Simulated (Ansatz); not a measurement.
# SiMo2: a trial structure relaxed

Where does SiMo2 go from the start given, ThSi2 type (I4_1/amd, No. 141)?

Method: DFT PBE, scalar-relativistic, plane waves, PAW, in Ansatz 0.2.0.

### Step 1. Starting point

Symmetry: I4_1/amd, No. 141, tetragonal system. The conventional cell has a = 3.724 Å, b = 3.724 Å, c = 12.947 Å, α = 90.00°, β = 90.00°, γ = 90.00°. Around Si (site symmetry -4m2) lie 12 Mo at 2.85 Å. Around Mo (site symmetry 2mm) lie 3 Mo at 2.15 to 2.16 Å and 6 Si at 2.85 Å.

Coordinates:

```
Si Mo
1.0
    -1.86177    1.86177    6.47333
     1.86177   -1.86177    6.47333
     1.86177    1.86177   -6.47333
Si Mo
2 4
Direct
  0.00000 0.00000 0.00000
  0.75000 0.25000 0.50000
  0.41650 0.41650 0.00000
  0.16650 0.66650 0.50000
  0.33350 0.83350 0.50000
  0.58350 0.58350 0.00000
```

(A quick probe on a coarse mesh, which set the mesh and smearing, is not shown.)

### Step 3. A loose first relaxation

Contents of input.yaml:

```yaml
crystal:
  lattice:
    - [-1.8617717061, 1.8617717061, 6.4733341967]
    - [1.8617717061, -1.8617717061, 6.4733341967]
    - [1.8617717061, 1.8617717061, -6.4733341967]
  atoms:
    - { symbol: Si, position: [0.0, 0.0, 0.0] }
    - { symbol: Si, position: [0.75, 0.25, 0.5] }
    - { symbol: Mo, position: [0.4165, 0.4165, 0.0] }
    - { symbol: Mo, position: [0.1665, 0.6665, 0.5] }
    - { symbol: Mo, position: [0.3335, 0.8335, 0.5] }
    - { symbol: Mo, position: [0.5835, 0.5835, 0.0] }
basis:
  ecutwfc: 420
kpoints:
  mp_grid: { grid: [6, 6, 6] }
hamiltonian:
  xc: pbe
scf:
  occupations: { method: gaussian, width: 0.1 }
  lower_state_search: "off"
output:
  forces: true
  stress: true
  eigenvalues: true
relax:
  adjacent_minimum: "off"
  f_tol: 0.04
  max_steps: 70
  cell: { stress_tol: 0.4 }
```

On the command line:

```sh
> ansatz run input.yaml --threads 1 --pin off --max-ram 2560MiB --backend cpu --events-out ev --progress --plain --runs-dir out
```

Further runs follow: relaxing cell and atoms.

**Question.** What will these runs give?

As calculated:

Formation energies count from the elements, computed with the same settings in runs not shown here.

```
                          quantity                                                                       value
               cell (conventional)  a = 2.913 Å, b = 2.913 Å, c = 21.640 Å, α = 90.00°, β = 90.00°, γ = 90.00°
                       space group                                                          I4_1/amd (No. 141)
                            volume                                                               15.31 Å³/atom
                   gap on the mesh                                                                none (metal)
formation energy from the elements                                                              +0.265 eV/atom
```

In words: The space group stayed I4_1/amd, and from the first guess the volume went from 14.96 to 15.31 Å³/atom. The formation energy of +0.27 eV/atom is positive, so the elements lie lower than this structure; another structure of the compound can lie lower.
